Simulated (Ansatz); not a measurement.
**BFH3NOSi: two geometries relaxed**

Are the two ends of the inversion of the pyramid at N1 separate minima, and which lies lower? Each is relaxed from a guess. SMILES of the start: NB1O[SiH]1F.

All numbers below are computed with Ansatz 0.2.0 (RKS revPBE/6-31G*).

**1. The starting structure**

Bond lengths: N1–B2 1.507 Å, B2–O3 1.463 Å, B2–Si4 1.961 Å, O3–Si4 1.592 Å, Si4–F5 1.753 Å, N1–H6 1.115 Å, N1–H7 1.063 Å, Si4–H8 1.462 Å. Angles: N1–B2–O3 147.1°, N1–B2–Si4 144.3°, O3–B2–Si4 53.0°, B2–N1–H6 104.9°, B2–N1–H7 108.1°, H6–N1–H7 102.5°, B2–O3–Si4 79.7°, B2–Si4–O3 47.2°, B2–Si4–F5 114.2°, B2–Si4–H8 127.9°, O3–Si4–F5 108.1°, O3–Si4–H8 111.7°, F5–Si4–H8 117.9°.

Coordinates:

```xyz
8

N     0.7111    1.0834    1.3987
B     0.2349   -0.1326    0.6475
O     0.5992   -1.3438   -0.0871
Si   -0.5319   -0.7610   -1.0445
F    -1.9651   -1.7542   -0.8601
H    -0.2055    1.6988    1.5579
H     1.2783    1.6841    0.7293
H    -0.0288   -0.5317   -2.3975
```

**2. End point A**

File input.yaml:

```yaml
crystal:
  periodic: [false, false, false]
  atoms:
    - { symbol: "N", position_ang: [0.7111, 1.0834, 1.3987] }
    - { symbol: B, position_ang: [0.2349, -0.1326, 0.6475] }
    - { symbol: O, position_ang: [0.5992, -1.3438, -0.0871] }
    - { symbol: Si, position_ang: [-0.5319, -0.761, -1.0445] }
    - { symbol: F, position_ang: [-1.9651, -1.7542, -0.8601] }
    - { symbol: H, position_ang: [-0.2055, 1.6988, 1.5579] }
    - { symbol: H, position_ang: [1.2783, 1.6841, 0.7293] }
    - { symbol: H, position_ang: [-0.0288, -0.5317, -2.3975] }
basis:
  gaussian: { orbitals: "6-31G*" }
hamiltonian:
  xc: revpbe
relax:
  f_tol: 0.015
  max_steps: 40
output:
  orbitals: {}
```

Launch:

```bash
$ ansatz run input.yaml --threads 1 --pin off --max-ram 2048MiB --backend cpu --events-out ev --progress --plain --runs-dir out
```

The program printed (excerpt; [...] marks lines left out):

```text
Warning: RAYON_NUM_THREADS=1 ignored (pool sized by the plan → 1); use --threads N
[...]
Functional definition: revPBE
[...]
918 factors; their error is unknown
[...]
mean field -14853.17746181 eV, -545.8442038764 hartree, gradient 4.2e-5 eV, S^2 0.000000; 0 other end points of the search recorded, 0 dependent functions left out
[...]
reference -14853.17750302 eV, -545.8442053905 hartree; 23, 23 occupied and 62, 62 virtual orbitals, 918 factors
relax step   1: F+E_penalty+E_count = -14853.17746181 eV  Δ(F+E_penalty+E_count) = +0.000e0 eV  max|allowed force component| = 6.270e0 eV/Å  Δτ_max = 0.0000 Å  (30 SCF iters, accepted)
[...]
relax step   4: F+E_penalty+E_count = -14855.09938972 eV  Δ(F+E_penalty+E_count) = -2.154e-1 eV  max|allowed force component| = 6.180e-1 eV/Å  Δτ_max = 0.2000 Å  (36 SCF iters, accepted)
[...]
relax step   7: F+E_penalty+E_count = -14855.36672958 eV  Δ(F+E_penalty+E_count) = -7.776e-2 eV  max|allowed force component| = 6.636e-1 eV/Å  Δτ_max = 0.2000 Å  (35 SCF iters, accepted)
[...]
relax step  10: F+E_penalty+E_count = -14855.39692379 eV  Δ(F+E_penalty+E_count) = -6.278e-3 eV  max|allowed force component| = 1.155e-1 eV/Å  Δτ_max = 0.1084 Å  (29 SCF iters, accepted)
[...]
relax step  13: F+E_penalty+E_count = -14855.40319269 eV  Δ(F+E_penalty+E_count) = -1.091e-4 eV  max|allowed force component| = 1.729e-2 eV/Å  Δτ_max = 0.0082 Å  (30 SCF iters, accepted)
[...]
relax step  14: F+E_penalty+E_count = -14855.40322753 eV  Δ(F+E_penalty+E_count) = -3.484e-5 eV  max|allowed force component| = 1.299e-2 eV/Å  Δτ_max = 0.0020 Å  (24 SCF iters, accepted)
918 factors; their error is unknown
[...]
mean field -14855.40322753 eV, -545.9259992577 hartree, gradient 1.3e-5 eV, S^2 0.000000; 1 other end points of the search recorded, 0 dependent functions left out
[...]
reference -14855.40327062 eV, -545.9260008414 hartree; 23, 23 occupied and 62, 62 virtual orbitals, 918 factors
Total energy: -14855.40327062 eV, -545.9260008414 hartree
Atom 0 at     0.560282     1.185684     1.195550 Å, force     0.005773     0.002144     0.003785 eV/Å
Atom 1 at     0.208184     0.229946     0.235321 Å, force    -0.011540     0.012988     0.000298 eV/Å
Atom 2 at     0.839836    -0.930320    -0.228638 Å, force     0.007716    -0.008907    -0.002670 eV/Å
Atom 3 at    -0.688952    -0.801347    -1.089243 Å, force     0.000649    -0.005300     0.003419 eV/Å
Atom 4 at    -1.733344    -2.011893    -0.759149 Å, force     0.001648     0.003899    -0.002613 eV/Å
Atom 5 at    -0.026707     1.983128     1.420781 Å, force    -0.000512    -0.001579    -0.000163 eV/Å
Atom 6 at     1.418834     1.123045     1.742522 Å, force    -0.002758    -0.002655    -0.002980 eV/Å
Atom 7 at    -0.485932    -0.835244    -2.572944 Å, force    -0.000976    -0.000590     0.000922 eV/Å
Dipole moment:     0.085689     0.582602     0.231320 e Å
```

Run time: 53 s. Hardware: 1 thread of an Arm CPU, shared host; peak memory 0.17 GiB.

Step by step:

```tsv
step	energy from step 1 (eV)	largest force component (eV/Å)
1	0.0000	6.2702
2	-1.1820	3.6019
3	-1.7065	1.3748
4	-1.9219	0.6180
5	-2.0407	0.4179
6	-2.1115	1.4209
7	-2.1893	0.6636
8	-2.1924	0.6234
9	-2.2132	0.2917
10	-2.2195	0.1155
11	-2.2253	0.0500
12	-2.2256	0.0320
13	-2.2257	0.0173
14	-2.2258	0.0130
```

Step 1 is the start.

After: Bond lengths: N1–B2 1.400 Å, B2–O3 1.400 Å, B2–Si4 1.903 Å, O3–Si4 1.759 Å, Si4–F5 1.633 Å, N1–H6 1.015 Å, N1–H7 1.020 Å, Si4–H8 1.498 Å. Angles: N1–B2–O3 132.8°, N1–B2–Si4 165.0°, O3–B2–Si4 62.2°, B2–N1–H6 122.9°, B2–N1–H7 122.5°, H6–N1–H7 114.6°, B2–O3–Si4 73.1°, B2–Si4–O3 44.7°, B2–Si4–F5 124.2°, B2–Si4–H8 129.6°, O3–Si4–F5 113.7°, O3–Si4–H8 111.4°, F5–Si4–H8 105.7°.

**3. End point B**

The second end starts from a geometry with the move made by hand.

input.yaml, as its differences from that of step 2:

```diff
@@ -8,4 +8,4 @@
     - { symbol: F, position_ang: [-1.9651, -1.7542, -0.8601] }
-    - { symbol: H, position_ang: [-0.2055, 1.6988, 1.5579] }
-    - { symbol: H, position_ang: [1.2783, 1.6841, 0.7293] }
+    - { symbol: H, position_ang: [0.39055, 0.91224, 2.45329] }
+    - { symbol: H, position_ang: [1.77092, 1.03402, 1.46933] }
     - { symbol: H, position_ang: [-0.0288, -0.5317, -2.3975] }
@@ -18,3 +18 @@
   max_steps: 40
-output:
-  orbitals: {}
```

Launch:

```bash
$ ansatz run input.yaml --threads 1 --pin off --max-ram 2048MiB --backend cpu --events-out ev --progress --plain --runs-dir out
```

The program printed (excerpt; [...] marks lines left out):

```text
Warning: RAYON_NUM_THREADS=1 ignored (pool sized by the plan → 1); use --threads N
[...]
[... 1 set-up line as earlier in the session ...]
[...]
918 factors; their error is unknown
[...]
mean field -14853.32088645 eV, -545.8494746345 hartree, gradient 6.0e-5 eV, S^2 0.000000; 0 other end points of the search recorded, 0 dependent functions left out
[...]
reference -14853.32092723 eV, -545.8494761332 hartree; 23, 23 occupied and 62, 62 virtual orbitals, 918 factors
relax step   1: F+E_penalty+E_count = -14853.32088645 eV  Δ(F+E_penalty+E_count) = +0.000e0 eV  max|allowed force component| = 6.064e0 eV/Å  Δτ_max = 0.0000 Å  (29 SCF iters, accepted)
[...]
relax step   4: F+E_penalty+E_count = -14855.21933403 eV  Δ(F+E_penalty+E_count) = -2.282e-1 eV  max|allowed force component| = 6.953e-1 eV/Å  Δτ_max = 0.2000 Å  (36 SCF iters, accepted)
[...]
reference -14855.40326449 eV, -545.9260006159 hartree; 23, 23 occupied and 62, 62 virtual orbitals, 918 factors
Total energy: -14855.40326449 eV, -545.9260006159 hartree
Atom 0 at     0.804048     0.733593     1.573013 Å, force     0.001395     0.002483    -0.002611 eV/Å
Atom 1 at     0.364741    -0.004474     0.467970 Å, force    -0.008040    -0.009514    -0.006067 eV/Å
Atom 2 at     0.924249    -1.075457    -0.241259 Å, force     0.000855    -0.000951    -0.003006 eV/Å
Atom 3 at    -0.636210    -0.734764    -0.976819 Å, force    -0.000801     0.008851     0.007723 eV/Å
Atom 4 at    -1.716857    -1.948584    -0.823885 Å, force     0.002260    -0.001650    -0.003300 eV/Å
Atom 5 at     0.264408     1.490465     1.981356 Å, force    -0.003793     0.005919     0.001437 eV/Å
Atom 6 at     1.684148     0.535352     2.048139 Å, force     0.007373    -0.002177     0.005386 eV/Å
Atom 7 at    -0.507658    -0.489771    -2.448895 Å, force     0.000752    -0.002959     0.000438 eV/Å
Dipole moment:     0.121640     0.521952     0.332167 e Å
```

Run time: 49 s. Hardware: 1 thread of an Arm CPU, shared host; peak memory 0.26 GiB.

Step by step:

```tsv
step	energy from step 1 (eV)	largest force component (eV/Å)
1	0.0000	6.0636
2	-1.0854	3.5487
3	-1.6703	1.0293
4	-1.8984	0.6953
5	-2.0361	0.7137
6	-2.0445	0.3471
7	-2.0680	0.3865
8x	-2.0672	0.4813
9x	-2.0467	1.3055
10	-2.0792	0.1357
11	-2.0815	0.1175
12	-2.0823	0.0254
13	-2.0823	0.0095
```

Step 1 is the start. 2 steps were tried and not accepted (marked x).

After: Bond lengths: N1–B2 1.400 Å, B2–O3 1.401 Å, B2–Si4 1.903 Å, O3–Si4 1.758 Å, Si4–F5 1.632 Å, N1–H6 1.015 Å, N1–H7 1.020 Å, Si4–H8 1.498 Å. Angles: N1–B2–O3 132.6°, N1–B2–Si4 165.2°, O3–B2–Si4 62.1°, B2–N1–H6 122.9°, B2–N1–H7 122.4°, H6–N1–H7 114.6°, B2–O3–Si4 73.1°, B2–Si4–O3 44.8°, B2–Si4–F5 124.2°, B2–Si4–H8 129.7°, O3–Si4–F5 113.8°, O3–Si4–H8 111.5°, F5–Si4–H8 105.7°.

**4. Results**

```
                           quantity                     value
                              end A  13 moves, 2.226 eV lower
                              end B  10 moves, 2.082 eV lower
largest difference between the ends                    0.00 Å
            end B relative to end A                 +0.000 eV
```

What this shows: Both starts fell into the same minimum (no atom differs by more than 0.00 Å), so from this start no second minimum was found and no band was run; another arrangement could still be one.
